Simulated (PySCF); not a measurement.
# Cl3H3NTm (Tm(Cl)3(NH3)): the cost of one run

Computed with PySCF 2.14.0. Level: PBE0, Tm lcecp-1-SVP with ECP58, Cl def2-SVP, N def2-SVP, H def2-SVP; scalar-relativistic core potentials, no spin–orbit coupling.

1 further run of the same task is left out (for a known fault of the program).

**1. Where the work starts**

8 atoms, charge 0, spin multiplicity 1.

Bond lengths: Tm1–Cl2 2.576 Å, Tm1–Cl3 2.576 Å, Tm1–Cl4 2.576 Å, Tm1–N5 2.470 Å, N5–H6 1.020 Å, N5–H7 1.020 Å, N5–H8 1.020 Å. Angles: Cl2–Tm1–Cl3 109.5°, Cl2–Tm1–Cl4 109.5°, Cl2–Tm1–N5 109.5°, Cl3–Tm1–Cl4 109.5°, Cl3–Tm1–N5 109.5°, Cl4–Tm1–N5 109.5°, Tm1–N5–H6 113.0°, Tm1–N5–H7 113.0°, Tm1–N5–H8 113.0°, H6–N5–H7 105.8°, H6–N5–H8 105.8°, H7–N5–H8 105.8°.

Geometry (Å):

```
Tm    0.0000    0.0000    0.0000
Cl    1.4873    1.4873    1.4873
Cl   -1.4873   -1.4873    1.4873
Cl    1.4873   -1.4873   -1.4873
N    -1.4261    1.4261   -1.4261
H    -2.0392    2.0392   -0.8890
H    -0.8890    2.0392   -2.0392
H    -2.0392    0.8890   -2.0392
```

Formal oxidation states: Tm +3. Each metal's 12 4f electrons lie in its core potential, so multiplicities, spins and levels count the valence alone.

**2. SCF at the start, singlet**

The input, run.py (the lines that set the calculation):

```python
mol = gto.M(atom='''
Tm     0.00000     0.00000     0.00000
Cl     1.48730     1.48730     1.48730
Cl    -1.48730    -1.48730     1.48730
Cl     1.48730    -1.48730    -1.48730
N     -1.42610     1.42610    -1.42610
H     -2.03920     2.03920    -0.88900
H     -0.88900     2.03920    -2.03920
H     -2.03920     0.88900    -2.03920''',
    basis={'Tm': 'lcecp-1-SVP', 'Cl': 'def2-SVP', 'N': 'def2-SVP', 'H': 'def2-SVP'},
    ecp={'Tm': 'lcecp-1-SVP'},
    charge=0, spin=0)
mf = dft.RKS(mol, xc='PBE0')
mf.grids.atom_grid = (50, 194)  # f atoms: unpruned, at least (60, 302)
mf = mf.density_fit()  # fitting sets: Tm AutoAux, Cl def2-universal-JKFIT, N def2-universal-JKFIT, H def2-universal-JKFIT
mf.conv_tol = 1e-08; mf.max_cycle = 55
mf.kernel(dm0)  # dm0: free metal ions and neutral atoms
```

Launch:

```sh
$ OMP_NUM_THREADS=2 python run.py
```

Q: Estimate wall time and peak memory on 2 threads of Arm Neoverse V1, shared host.

About 4.1 s, with a peak of 0.64 GiB.
